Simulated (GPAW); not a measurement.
Runs of GPAW 26.7.0 on Al3Au. It takes space group I4/mmm (No. 139, tetragonal). Conventional cell: a = 4.051 Å, b = 4.051 Å, c = 8.113 Å, α = 90.00°, β = 90.00°, γ = 90.00°. Au (site symmetry 4/mmm) has 12 Al at 2.86 to 2.87 Å as nearest neighbours. Around Al (site symmetry 4/mmm) lie 4 Au at 2.86 Å and 8 Al at 2.87 Å. Around Al (site symmetry -4m2) lie 8 Al at 2.86 to 2.87 Å and 4 Au at 2.87 Å. The cell comes from a database or a generator and needn't be the stable form of this composition.

```tsv
task	level	potentials or basis	cell	k mesh	optimizer	fmax	max steps	convergence	band path	mesh quality	gap on the mesh (eV)	pressure (GPa)	relaxed volume (Å³/atom)
relaxation of cell and atoms	PBEsol+D3(BJ)+ATM	PAW data sets generated in the run's folder for this functional, pw	relaxed	6 × 6 × 6	BFGS	0.02 eV/Å	60	density=1e-05 forces=0.0001	-	coarse	none	0.0	15.75
relaxation of cell and atoms	PBEsol+D3(BJ)	PAW data sets generated in the run's folder for this functional, pw	relaxed	6 × 6 × 6	BFGS	0.02 eV/Å	60	density=1e-05 forces=0.0001	-	coarse	none	0.1	15.65
relaxation of cell and atoms	PBEsol+D3	PAW data sets generated in the run's folder for this functional, pw	relaxed	6 × 6 × 6	BFGS	0.02 eV/Å	60	density=1e-05 forces=0.0001	-	coarse	none	0.0	(b)
relaxation of cell and atoms	PBEsol	PAW data sets generated in the run's folder for this functional, pw	relaxed	6 × 6 × 6	BFGS	0.02 eV/Å	60	density=1e-05 forces=0.0001	-	coarse	none	-0.1	16.27
relaxation of cell and atoms	PBEsol+D4	PAW data sets generated in the run's folder for this functional, pw	relaxed	6 × 6 × 6	BFGS	0.02 eV/Å	60	density=1e-05 forces=0.0001	-	coarse	none	-0.1	15.93
band structure	LDA	the program's PAW data sets (release 1.2.1) made for this functional, pw	as given	8 × 8 × 8	-	-	-	-	GXYSGZS1NPY1Z,XP	not flagged	-	(a)	-
```

Alike in all rows: no spin polarisation; cutoff (eV) 600; smearing fermi-dirac 0.05 eV.

Estimate the missing entries.

(a) -4.6; (b) 15.82.

Caveats: some runs use coarse meshes; with this Au data set, volumes or pressures lay over 1.5 % or 2 GPa off other programs in two to four cells of ten; later steps reuse the first step's grids (some runs); pairwise dispersion overbinds metals, which lowers pressure and volume (some runs); spin-orbit coupling is left out, which moves the levels of the heavy elements (some runs).

A k mesh can miss the band edges, and the runs leave out spin-orbit coupling on Au.

A gap of «none» marks a metal or a gap under the smearing width.
